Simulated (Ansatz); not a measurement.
# ZrH₂ (singlet): from Hartree-Fock to the top rungs at a displaced geometry (v2), def2-TZVPP

One table from this session's results is given with a row withheld; the runs are named, their logs left out.

Computed with Ansatz 0.2.0, Gaussian basis. Level: def2-TZVPP, core rule «outside noble gas», up to 4 orbitals frozen.

The runs, in order: UHF; CCSD(T) on RHF; CCSD(T) on UHF; CCSDT(Q) on RHF; CCSDT(Q) on UHF.

20 further runs of the same task are left out: 6 for a known fault of the program, 6 that didn't finish, 8 set aside as unsound or not needed. Runs told in other sessions of the task aren't counted.

## The geometry

The geometry is a PBE0/def2-TZVP stationary point (not a proven minimum) with its atoms shifted at random (size 0.100 Å). No spin-orbit coupling is included. Elements past krypton take def2 core potentials.

3 atoms, charge 0, spin multiplicity 1.

Atoms are counted from 1 here; the program's logs count them from 0.

Bond lengths: Zr1–H2 1.924 Å, Zr1–H3 1.934 Å. Angles: H2–Zr1–H3 172.5°.

The first run:

File in.yaml:

```yaml
crystal:
  periodic: [false, false, false]
  atoms:
    - {symbol: Zr, position_ang: [0.084376, 0.005225, -0.005002]}
    - {symbol: H, position_ang: [-0.080498, 0.013599, -1.922209]}
    - {symbol: H, position_ang: [-0.003878, -0.018825, 1.927211]}
basis:
  gaussian: {orbitals: def2-TZVPP}
magnetization: {spin_polarized: true, initial_magnetization: 0}
hamiltonian: {xc: hf}
output: {orbitals: {seedname: orbitals}}
```

Command:

```sh
$ ansatz run in.yaml --threads 1 --pin off --events-out ev --progress --plain --max-ram 2393MiB
```

Steps of the session up to this table: UHF; CCSD(T) on RHF; CCSD(T) on UHF; CCSDT(Q) on RHF; CCSDT(Q) on UHF.

One of the session's tables, all rows but one given; the rest of the session is left out.

```
   method  from RCCSDT(Q) (kcal/mol)
      RHF                     +84.51
      UHF                     +61.14
     RMP2                     +24.59
     UMP2                     +12.03
    RCCSD                      +5.63
    UCCSD                      -2.52
 RCCSD(T)                      +1.62
 UCCSD(T)                      -4.33
   RCCSDT                      +0.33
   UCCSDT                      -5.23
RCCSDT(Q)                          0
UCCSDT(Q)                          ?
```

Q: Estimate the row for UCCSDT(Q) from the others.

**Answer.** from RCCSDT(Q) (kcal/mol): -5.34. In the column «from RCCSDT(Q) (kcal/mol)» it is the lowest.

The program flags UCCSD(T), UCCSDT(Q) as in doubt (see the logs), so read those rows with care; the flags are other amplitudes.

Limits of these values: The determinant of HF (⟨S²⟩ 1.00) is far from a pure spin state, so its energy mixes those of several spin states; that is harmless only where they are near-degenerate. The determinant of CCSD(T) (⟨S²⟩ 1.00) is far from a pure spin state, so its energy mixes those of several spin states; high orders of coupled cluster remove much of that, low ones don't. The determinant of CCSDT(Q) (⟨S²⟩ 1.00) is far from a pure spin state, so its energy mixes those of several spin states; high orders of coupled cluster remove much of that, low ones don't. The program flags UCCSD(T), UCCSDT(Q) as in doubt, so read those rows with care; the flags are other amplitudes. Warnings: restricted reference is unstable; spin contamination. Restricted and unrestricted rows rest on different reference determinants; a gap between their highest levels can come from leftover correlation error, from unlike frozen cores or from another state.
